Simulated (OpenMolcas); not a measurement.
# One shape, several levels: ZrCl4 (zirconium tetrachloride)

Wanted: a comparison of 6 runs (HF/3-21G, HF/def2-SVP, BHLYP/def2-SVP, M06-2X/def2-SVP, M06-L/def2-SVP, TPSS/def2-SVP) of ZrCl4 (zirconium tetrachloride). 

The calculation is run with OpenMolcas 26.06.

## Step 1: The structure to begin with

ZrCl4: 5 atoms, total charge 0, spin state singlet. SMILES: `Cl[Zr](Cl)(Cl)Cl`. The shape is that of a PBE0-D4/def2-TZVP optimisation.

Bond lengths: Cl1–Zr2 2.316 Å, Zr2–Cl3 2.316 Å, Zr2–Cl4 2.316 Å, Zr2–Cl5 2.316 Å. Angles: Cl1–Zr2–Cl3 109.5°, Cl1–Zr2–Cl4 109.5°, Cl1–Zr2–Cl5 109.5°, Cl3–Zr2–Cl4 109.5°, Cl3–Zr2–Cl5 109.5°, Cl4–Zr2–Cl5 109.5°.

## Step 2: Energy and forces at HF/3-21G (run 1)

Input file test.inp:

```
&GATEWAY
  BasLib = $CurrDir
  Coord
  5
  bohr
  Cl    -0.20781318    -0.43614879     4.34979049
  Zr     0.00003779     0.00000000    -0.00003779
  Cl     2.92038275    -2.83311520    -1.61242771
  Cl    -3.93393736    -0.81273341    -1.73714964
  Cl     1.22129220     4.08201630    -1.00017535
  Basis = 3-21G
  Group = NoSym

&SEWARD

&SCF
  Thresholds = 1e-10 1e-07 1e-07 1e-05
  PrOrbitals = 1 2

&ALASKA
```

The basis set 3-21G is read from a file made from the Basis Set Exchange's data (not shown).

The run is started by

```
$ export MOLCAS_MEM=1860
$ pymolcas test.inp > test.log
```

Standard output:

```text
--- Start Module: gateway ---
[...]
--- Stop Module: gateway /rc=_RC_ALL_IS_WELL_ ---
[...]
      Basis functions           88
[...]
--- Start Module: scf ---
[...]
       Convergence after  11 Iterations
[...]
::    Total SCF energy                              -5351.5586596719
[...]
      Total spin, S                                     0.0000000000
[...]
      Total electronic charge=  108.000000
      Total            charge=   -0.000000
[...]
      Dipole Moment (debye):
      Origin of the operator (angstrom)=    0.0000    0.0000   -0.0000
                   X=  6.4953E-05               Y= -8.1381E-06               Z= -1.3552E-04           Total=  1.5050E-04
      Quadrupole Moment (debye*angstrom):
[...]
--- Stop Module: scf /rc=_RC_ALL_IS_WELL_ ---
[...]
--- Start Module: alaska ---
[...]
 *              Molecular gradients               *
 **************************************************
  Irreducible representation: a
 ------------------------------------------------------------------------------------------
                              X                       Y                       Z
 ------------------------------------------------------------------------------------------
  CL1               1.16669039128503E-03    2.45007926926188E-03   -2.44344039195354E-02
  ZR2              -7.61930406644254E-06    4.41636209144725E-07    6.67187521848078E-07
  CL3              -1.64004357775269E-02    1.59097000270236E-02    9.05533265679992E-03
  CL4               2.21015815348196E-02    4.56639118880275E-03    9.76044114667118E-03
  CL5              -6.86021684442650E-03   -2.29266121212746E-02    5.61796292842764E-03
 ------------------------------------------------------------------------------------------
--- Stop Module: alaska /rc=_RC_ALL_IS_WELL_ ---
[...]
```

Run time: 14 s. Hardware: 1 thread of Intel Xeon Platinum 8259CL at 2.50GHz (Skylake/Cascade Lake), shared host; peak memory 0.48 GiB.

## Step 3: Energy and forces at HF/def2-SVP (core potential) (run 2)

Input file mol.xyz:

```xyz
5

Cl    -0.109970    -0.230800     2.301810
Zr     0.000020     0.000000    -0.000020
Cl     1.545400    -1.499220    -0.853260
Cl    -2.081750    -0.430080    -0.919260
Cl     0.646280     2.160110    -0.529270
```

Input file job.inp:

```
&GATEWAY
 BasLib = $CurrDir
 Coord = mol.xyz
 Basis = def2-SVP
 Group = NoSym

&SEWARD

&SCF
 Thresholds = 1e-10 1e-07 1e-07 1e-05
 PrOrbitals = 1 1

&ALASKA
```

The basis set def2-SVP is read from a file made from the Basis Set Exchange's data (not shown).

The run is started by

```
$ export MOLCAS_MEM=1860
$ pymolcas job.inp > job.log
```

Standard output:

```text
--- Start Module: gateway ---
[...]
--- Stop Module: gateway /rc=_RC_ALL_IS_WELL_ ---
[...]
      Basis functions          103
[...]
--- Start Module: scf ---
[...]
       Convergence after  12 Iterations
[...]
::    Total SCF energy                              -1884.2865924369
[...]
      Total spin, S                                     0.0000000000
[...]
      Total electronic charge=   80.000000
      Total            charge=   -0.000000
[...]
      Dipole Moment (debye):
      Origin of the operator (angstrom)=    0.0000    0.0000   -0.0000
                   X=  6.4457E-05               Y= -8.0588E-06               Z= -1.3442E-04           Total=  1.4929E-04
      Quadrupole Moment (debye*angstrom):
[...]
--- Stop Module: scf /rc=_RC_ALL_IS_WELL_ ---
[...]
--- Start Module: alaska ---
[...]
 *              Molecular gradients               *
 **************************************************
  Irreducible representation: a
 ------------------------------------------------------------------------------------------
                              X                       Y                       Z
 ------------------------------------------------------------------------------------------
  CL1               5.88177488361818E-04    1.23641056173618E-03   -1.23299746628085E-02
  ZR2              -5.56995271354735E-06    2.90537107745757E-07   -6.40785725729049E-07
  CL3              -8.27460110794220E-03    8.02647204100992E-03    4.56894856385048E-03
  CL4               1.11540587135224E-02    2.30474766105537E-03    4.92657413935049E-03
  CL5              -3.46206514128777E-03   -1.15679208010633E-02    2.83509274537153E-03
 ------------------------------------------------------------------------------------------
--- Stop Module: alaska /rc=_RC_ALL_IS_WELL_ ---
[...]
```

Run time: 26 s. Hardware: 1 thread of Intel Xeon Platinum 8259CL at 2.50GHz (Skylake/Cascade Lake), shared host; peak memory 0.58 GiB.

Runs 3 to 5 aren't shown in full; the table further down has their settings and results.

## Step 4: Energy and forces at TPSS/def2-SVP (core potential) (run 6)

Input file calc.inp:

```
* Cl4Zr Kohn-Sham DFT

&GATEWAY
 BASLIB = $CurrDir
 COORD
 5
 angstrom
 Cl      -0.109970      -0.230800       2.301810
 Zr       0.000020       0.000000      -0.000020
 Cl       1.545400      -1.499220      -0.853260
 Cl      -2.081750      -0.430080      -0.919260
 Cl       0.646280       2.160110      -0.529270
 BASIS = def2-SVP
 GROUP = NoSym

&SEWARD
 GRIDINPUT
 Grid=UltraFine
 End of Grid

&SCF
 KSDFT = 2
 1.0 MGGA_X_TPSS
 1.0 MGGA_C_TPSS
 THRESHOLDS = 1e-10 1e-07 1e-07 1e-05
 PRORBITALS = 1

&ALASKA
```

The basis set def2-SVP is read from a file made from the Basis Set Exchange's data (not shown).

The run is started by

```
$ export MOLCAS_MEM=1860
$ pymolcas calc.inp > calc.log
```

Standard output:

```text
--- Start Module: gateway ---
[...]
--- Stop Module: gateway /rc=_RC_ALL_IS_WELL_ ---
[...]
      Basis functions          103
[...]
--- Start Module: scf ---
[...]
       Convergence after  13 Iterations
[...]
::    Total KS-DFT energy                           -1887.6901675775
[...]
      Total spin, S                                     0.0000000000
[...]
      Total electronic charge=   80.000000
      Total            charge=   -0.000000
[...]
      Dipole Moment (debye):
      Origin of the operator (angstrom)=    0.0000    0.0000   -0.0000
                   X= -4.7829E-05               Y= -2.1489E-05               Z= -1.7586E-04           Total=  1.8351E-04
      Quadrupole Moment (debye*angstrom):
[...]
--- Stop Module: scf /rc=_RC_ALL_IS_WELL_ ---
[...]
--- Start Module: alaska ---
[...]
 *              Molecular gradients               *
 **************************************************
  Irreducible representation: a
 ------------------------------------------------------------------------------------------
                              X                       Y                       Z
 ------------------------------------------------------------------------------------------
  CL1               4.07758586909779E-04    8.73845187512767E-04   -8.61925251574291E-03
  ZR2               1.03234932987513E-06   -2.05683669343555E-05    5.45622697058201E-06
  CL3              -5.78652527054402E-03    5.61945567376654E-03    3.19285444127893E-03
  CL4               7.80351331660967E-03    1.61138540922323E-03    3.45059230669165E-03
  CL5              -2.42577898229435E-03   -8.08411790360353E-03    1.97034954079722E-03
 ------------------------------------------------------------------------------------------
--- Stop Module: alaska /rc=_RC_ALL_IS_WELL_ ---
[...]
```

It took 53 s on 1 thread of Intel Xeon Platinum 8259CL at 2.50GHz (Skylake/Cascade Lake), shared host; peak memory 0.58 GiB.

## Step 5: The series

```csv
run,level,integration grid,energy (Eh),dipole moment (D),HOMO energy (eV),LUMO energy (eV),wall time
1,HF/3-21G,–,-5351.558660,0.00,-13.41,-0.86,14 s
2,HF/def2-SVP (core potential),–,-1884.286592,0.00,-13.01,1.03,26 s
3,BHLYP/def2-SVP (core potential),UltraFine,-1887.511680,0.00,-10.90,-1.61,42 s
4,M06-2X/def2-SVP (core potential),UltraFine,-1887.458054,0.00,-11.04,-1.70,56 s
5,M06-L/def2-SVP (core potential),UltraFine,-1887.642391,0.00,-8.74,-3.32,56 s
6,TPSS/def2-SVP (core potential),UltraFine,-1887.690168,0.00,-8.48,-3.33,53 s
```

## Step 6: What came out

```
                       quantity           value
            run 6: total energy  -1887.69017 Eh
           run 6: dipole moment          0.00 D
             run 6: HOMO energy        -8.48 eV
             run 6: LUMO energy        -3.33 eV
           run 6: HOMO–LUMO gap         5.15 eV
run 6: largest force on an atom      0.447 eV/Å
```

The HOMO–LUMO gap runs from 5.15 eV (TPSS/def2-SVP) to 14.04 eV (HF/def2-SVP). Exact exchange widens orbital gaps. Totals of different functionals can't be ranked against each other. Some runs of one species differ in core potentials or relativity; totals across that change don't compare. In run 1 relativity is left out where basis or elements ask for it. All runs together took 4.1 min, the longest 56 s.
